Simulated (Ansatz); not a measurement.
# Pb: the cost of one run

Computed with Ansatz 0.2.0 (DFT PBE+D3(BJ), scalar-relativistic, plane waves, PAW, unless a step's input says otherwise).

The COD entry's cell or inner coordinates are ideal or old and differ from later refinements, so a difference from it is no clean test against experiment.

1 further run of the same task is left out (set aside as unsound or not needed).

### Step 1. The system as given

The structure is cubic, space group Fm-3m (No. 225). Conventional cell: a = 4.940 Å, b = 4.940 Å, c = 4.940 Å, α = 90.00°, β = 90.00°, γ = 90.00°. Around Pb (site symmetry m-3m) lie 12 Pb at 3.49 Å.

Structure file:

```
Pb
1.0
     0.00000    2.46980    2.46980
     2.46980    0.00000    2.46980
     2.46980    2.46980    0.00000
Pb
1
Direct
  0.00000 0.00000 0.00000
```

The structure comes from the Crystallography Open Database.

(A quick probe on a coarse mesh, which set the mesh and smearing, is not shown.)

### Step 3. Relaxing cell and atoms

Input file input.yaml:

```yaml
crystal:
  lattice:
    - [0.0, 2.4698, 2.4698]
    - [2.4698, 0.0, 2.4698]
    - [2.4698, 2.4698, 0.0]
  atoms:
    - { symbol: Pb, position: [0.0, 0.0, 0.0] }
basis:
  ecutwfc: 420
kpoints:
  mp_grid: { grid: [14, 14, 14] }
hamiltonian:
  xc: pbe
  dispersion: d3bj
scf:
  occupations: { method: gaussian, width: 0.1 }
output:
  forces: true
  stress: true
  eigenvalues: true
relax:
  adjacent_minimum: "off"
  f_tol: 0.005
  max_steps: 80
  cell: { stress_tol: 0.05 }
```

Launch:

```bash
$ ansatz run input.yaml --threads 4 --pin off --max-ram 12288MiB --backend cpu --events-out ev --progress --plain --runs-dir out
```

**Question.** How long does this run take on 4 threads of Arm Neoverse V1, shared host, and how much memory does it need?

About 2.1 s, with a peak of 0.33 GiB.
